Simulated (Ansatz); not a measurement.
A nudged elastic band was laid between two geometries of a periodic cell of 33 atoms, Al32Cu (host Al, host structure fcc, interstitial Cu).

Method: DFT PBEsol, scalar-relativistic, plane waves, PAW in Ansatz 0.2.0. Settings: PAW set soft_1, cutoff 420 eV, k mesh 2x2x2, gaussian smearing 0.15 eV, no spin polarisation.

```json
{
 "movable images": "3",
 "climbing image": "yes",
 "spring": "2.0 eV/Å²",
 "optimiser": "quadratic models (default)",
 "start path": "straight line",
 "force threshold": "0.05 eV/Å",
 "iteration limit": "62",
 "end points": "relaxed"
}
```

Initial state:

```xyz
33
Lattice="8.1000 0.0000 0.0000 0.0000 8.1000 0.0000 0.0000 0.0000 8.1000" Properties=species:S:1:pos:R:3
Al 4.070 0.000 0.001
Al 6.072 2.001 0.001
Al 6.072 0.000 2.002
Al -0.027 0.000 0.001
Al 2.022 1.950 0.002
Al 4.123 4.050 0.002
Al 6.072 6.099 0.001
Al 2.021 0.000 1.951
Al 4.078 1.993 1.995
Al 6.070 4.050 1.951
Al 4.123 0.000 4.051
Al 6.070 1.950 4.051
Al 6.073 0.000 6.100
Al -0.078 4.050 0.002
Al 2.022 6.150 0.002
Al -0.034 1.995 1.997
Al 2.024 4.050 1.713
Al 4.078 6.107 1.995
Al -0.078 0.000 4.051
Al 2.024 1.709 4.051
Al 4.356 4.050 4.051
Al 6.070 6.150 4.051
Al 2.022 0.000 6.151
Al 4.077 1.994 6.107
Al 6.070 4.050 6.151
Al -0.034 6.105 1.997
Al -0.326 4.050 4.050
Al 2.024 6.390 4.051
Al -0.033 1.996 6.105
Al 2.024 4.050 6.394
Al 4.077 6.106 6.107
Al -0.033 6.104 6.105
Cu 2.014 4.050 4.053
```

Final state:

```xyz
33
Lattice="8.1000 0.0000 0.0000 0.0000 8.1000 0.0000 0.0000 0.0000 8.1000" Properties=species:S:1:pos:R:3
Al 4.078 -0.024 -0.027
Al 6.078 2.027 -0.078
Al 6.079 -0.077 2.024
Al -0.027 -0.027 -0.030
Al 2.023 2.023 -0.320
Al 4.075 4.075 -0.024
Al 6.076 6.076 -0.028
Al 2.024 -0.309 2.026
Al 4.374 2.023 2.026
Al 6.078 4.129 2.024
Al 4.080 -0.026 4.076
Al 6.079 2.027 4.127
Al 6.077 -0.024 6.074
Al -0.024 4.078 -0.027
Al 2.027 6.078 -0.078
Al -0.309 2.024 2.026
Al 2.023 4.374 2.026
Al 4.129 6.078 2.024
Al -0.028 -0.028 4.079
Al 2.023 2.024 4.362
Al 4.077 4.077 4.074
Al 6.076 6.076 4.075
Al 2.027 -0.077 6.073
Al 4.129 2.027 6.073
Al 6.076 4.079 6.074
Al -0.077 6.078 2.024
Al -0.026 4.080 4.076
Al 2.027 6.078 4.127
Al -0.077 2.027 6.073
Al 2.027 4.128 6.073
Al 4.079 6.076 6.074
Al -0.024 6.076 6.074
Cu 2.033 2.033 2.020
```

(1) What changes between the two ends?

(2) Give the energies along the band, and the barrier.

(3) What is the geometry of the highest image?

The band took 13 iterations and about 29 core-minutes.

## Answers

(1) Contacts lost: Al5–Al8, Al5–Al17, Al8–Al20, Al21–Cu33, Al27–Cu33, Al28–Cu33, Al30–Cu33. Contacts made: Al5–Cu33, Al8–Cu33, Al9–Cu33, Al16–Cu33, Al17–Al28, Al20–Al30, Al28–Al30. The atom that moves furthest is Cu33, by 2.86 Å.

(2) The run converged. The highest image is number 2 of 0 to 4, 0.97 eV above the ends, which have the same energy within 2 meV. By the program's own check the climbing image is a first-order saddle point (lowest curvatures found: -0.73 and 0.55 eV/Å²). Limits of this set-up: coarse k mesh, PAW files made for another functional.

| image | path coordinate (Å) | energy (eV) | Al5–Al8 (Å) | Al5–Al17 (Å) | Al8–Al20 (Å) |
| --- | --- | --- | --- | --- | --- |
| 0 | 0.00 | 0.00 | 2.76 | 2.71 | 2.71 |
| 1 | 1.18 | 0.47 | 2.91 | 2.89 | 2.65 |
| 2 | 2.36 | 0.97 | 2.96 | 3.25 | 2.75 |
| 3 | 3.53 | 0.47 | 2.97 | 3.43 | 2.97 |
| 4 | 4.71 | 0.00 | 3.31 | 3.32 | 3.30 |

(3) 
```xyz
33
Lattice="8.1000 0.0000 0.0000 0.0000 8.1000 0.0000 0.0000 0.0000 8.1000" Properties=species:S:1:pos:R:3
Al 4.121 0.035 0.035
Al 6.074 2.051 -0.027
Al 6.074 0.130 1.982
Al -0.072 0.034 0.035
Al 2.024 2.208 0.186
Al 4.087 4.091 -0.027
Al 6.074 6.098 -0.076
Al 2.025 -0.271 1.811
Al 4.062 1.997 2.076
Al 6.074 3.994 1.974
Al 4.330 -0.098 4.078
Al 6.074 2.081 4.101
Al 6.074 -0.023 6.149
Al -0.038 4.091 -0.027
Al 2.024 5.970 -0.410
Al -0.014 1.997 2.076
Al 2.025 4.981 1.883
Al 4.334 6.175 1.996
Al -0.283 -0.099 4.079
Al 2.023 1.102 4.194
Al 4.063 4.078 3.999
Al 6.074 5.947 4.095
Al 2.025 0.106 6.485
Al 4.087 1.986 6.103
Al 6.074 4.024 6.102
Al -0.285 6.174 1.997
Al -0.015 4.077 3.999
Al 2.024 6.350 4.267
Al -0.039 1.986 6.103
Al 2.024 3.869 5.889
Al 4.120 6.042 6.039
Al -0.072 6.041 6.039
Cu 2.024 3.041 3.037
```

Time of the run: 17 min on 2 threads of Arm Neoverse V2, on a shared host, peak memory 2 GiB.
